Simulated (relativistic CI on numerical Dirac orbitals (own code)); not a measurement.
**Cr³⁺: 2p photoemission with charge transfer**

Aim: the 2p photoemission spectrum of Cr³⁺ in a cubic metal-ligand cluster, for 3 values of Delta.

Program: relativistic CI on numerical Dirac orbitals (own code) version 3. Level of theory: charge-transfer multiplet model of a cubic metal-ligand cluster with up to 1 ligand holes, Slater and spin-orbit integrals from Dirac-Coulomb-Breit ions, Slater integrals scaled by 0.9. These are calculated values, not measurements, unless marked.

### 1 Starting point

| Item | Value |
| --- | --- |
| ion | Cr³⁺ (Cr IV) |
| nuclear charge | 24 |
| electrons | 21 |
| d electrons | 3 |
| ligand holes at most | 1 |
| parameters | in eV; Veg, Vt2g hoppings, tenDq and tenDqL metal and ligand splittings (negative tenDq: tetrahedral), red the scaling of hopping with a core hole |
| temperature | 300 K |
| widths | Lorentz 0.6 eV, Gauss 0.8 eV |

### 2 Delta = 5.1 eV

Settings, as recorded:

```ini
cluster ion=Cr3+ d3 ligand_holes=1 slater_scale=0.9
Delta=5.1 Udd=6.4 Upd=7.1 tenDq=0.95 tenDqL=1.4 Veg=3.25 Vt2g=-1.67 red=1
spectrum xps 2p T=300 lorentz=0.6 gauss=0.8
```

The run is started by

```sh
python run_levels.py task.json out
```

The settings of every run stand in task.json; they run in order.

### 3 Delta = 2.1 eV

Settings, as recorded:

```ini
cluster ion=Cr3+ d3 ligand_holes=1 slater_scale=0.9
Delta=2.1 Udd=6.4 Upd=7.1 tenDq=0.95 tenDqL=1.4 Veg=3.25 Vt2g=-1.67 red=1
spectrum xps 2p T=300 lorentz=0.6 gauss=0.8
```

### 4 Delta = 8.1 eV

Settings, as recorded:

```ini
cluster ion=Cr3+ d3 ligand_holes=1 slater_scale=0.9
Delta=8.1 Udd=6.4 Upd=7.1 tenDq=0.95 tenDqL=1.4 Veg=3.25 Vt2g=-1.67 red=1
spectrum xps 2p T=300 lorentz=0.6 gauss=0.8
```

(Steps that only read results are left out.)

**Question.** What will these runs give? Wanted: d count; ground spin.

As calculated:

| run | d count | weight without ligand hole | ground S | up to four highest peaks (% of the highest), eV from the first main peak |
| --- | --- | --- | --- | --- |
| Delta = 5.1 eV | 3.35 | 0.65 | 1.50 | 0.0 (100), 1.0 (82), 5.7 (16), 10.2 (39) |
| Delta = 2.1 eV | 3.45 | 0.55 | 1.50 | 0.0 (100), 1.0 (80), 5.7 (16), 10.7 (46) |
| Delta = 8.1 eV | 3.26 | 0.74 | 1.50 | 0.0 (100), 1.0 (84), 5.7 (15), 9.9 (48) |

| quantity | value |
| --- | --- |
| d count | 3.26 to 3.45 |
| ground spin (effective S from ⟨S²⟩) | 1.50 |

From Delta = 2.1 eV to Delta = 8.1 eV the ground-state d count goes from 3.45 to 3.26. In the first run d3 holds 65 % of the ground state. The space is cut at the given number of ligand holes while the last configuration still holds over a tenth of the ground state. The cluster parameters are drawn, not fitted to a compound.
